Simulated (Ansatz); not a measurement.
## CH₅NOSSi, SMILES O[SiH]1NCS1: vertical spin-state energies, step by step

Program: Ansatz's Python interface.

At the Python prompt:
```pycon
>>> import warnings
>>> import ansatz as az
>>> warnings.simplefilter("ignore", az.DeckWarning)
>>> molecule = (
...     az.Crystal.molecule()
...     .atom("O", (-0.2425, 0.4112, 1.9607))
...     .atom("Si", (0.8053, -0.0245, 0.8344))
...     .atom("N", (-0.1195, -0.8552, -0.3546))
...     .atom("C", (-0.5192, 0.3292, -1.0937))
...     .atom("S", (0.9553, 1.2614, -0.8077))
...     .atom("H", (-1.1591, 0.0521, 1.8531))
...     .atom("H", (2.0061, -0.7974, 1.2785))
...     .atom("H", (0.6436, -1.3335, -0.9056))
...     .atom("H", (-1.5006, 0.7927, -0.6366))
...     .atom("H", (-0.7863, 0.1127, -2.1255))
... )
>>> calculation = (
...     molecule.calculation()
...     .basis(gaussian="STO-3G")
...     .correlation("mp2")
...     .accuracy("high")
...     .scf(lower_state_search="light")
... )
>>> found = {}
>>> for unpaired in [0, 2]:
...     r = calculation.spin("collinear", total=unpaired).run(threads=1, backend="cpu").report
...     s = unpaired / 2
...     found[unpaired] = r["free_energy_ev"]
...     print(f"2S+1 = {unpaired + 1}: E = {found[unpaired]:.5f} eV, <S^2> = {abs(r['mean_field']['state']['spin_squared']):.3f} (pure state {s * (s + 1):.2f})")
...
2S+1 = 1: E = -23044.15565 eV, <S^2> = 0.000 (pure state 0.00)
2S+1 = 3: E = -23037.89747 eV, <S^2> = 2.015 (pure state 2.00)
>>> lowest = min(found, key=found.get)
>>> for unpaired, e in found.items():
...     print(f"multiplicity {unpaired + 1}: {23.060548 * (e - found[lowest]):.1f} kcal/mol above the lowest")
...
multiplicity 1: 0.0 kcal/mol above the lowest
multiplicity 3: 144.3 kcal/mol above the lowest
```

In order: multiplicity 1 (+0.00 eV) and multiplicity 3 (+6.26 eV), all at the one geometry.

Notes:
- These settings explore the input space; basis and method may be short of convergence.
- The geometry is a force-field or estimated start, not a minimum of this method, and the basis set is short of its limit. All parts are taken at fixed geometry, without zero-point energy.
- S² is that of the Hartree-Fock reference.
- Wall time of the script: 4.3 s on 1 thread of Arm Neoverse V1 (shared host), peak memory 0.19 GiB.
